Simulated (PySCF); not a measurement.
# CH4O3W (W(CH)(OH)3): the cost of one run

Programs: PySCF 2.14.0, with routines of our own; each step states its level. All values are computed. Atoms count from 0.

## 1. The system as given

9 atoms, charge 0, multiplicity 1; geometry from: GFN2-xTB.

## 2. Geometry optimisation at PBE0-D3(BJ)/def2-SVP

Job settings and geometry (Å):

```
{"job": {"xc": "PBE0", "basis": "def2-SVP", "d3": "d3bj", "grid": 1, "maxiter": 30, "shake": 0.03, "kind": "geom"}, "charge": 0, "multiplicity": 1}
W      0.056230    -0.080400    -0.340290
C      0.005130    -0.003090     1.492150
H     -0.020280     0.009830     2.550050
O      1.912170     0.450860    -0.896350
H      2.631980     0.629140    -0.461910
O     -1.327150     1.366910    -0.848000
H     -1.860370     1.956380    -0.356380
O     -0.491110    -1.793220    -0.854440
H     -0.773850    -2.605850    -0.310490
```

Command:

```
$ OMP_NUM_THREADS=1 python heavy_run.py task.json out
```

One launch serves the whole session: the jobs run in the order shown.

**Question.** How long does this first job take on 1 thread of AMD EPYC 7R43, shared host, and how much memory does it need?

About 46 s, with a peak of 0.42 GiB.
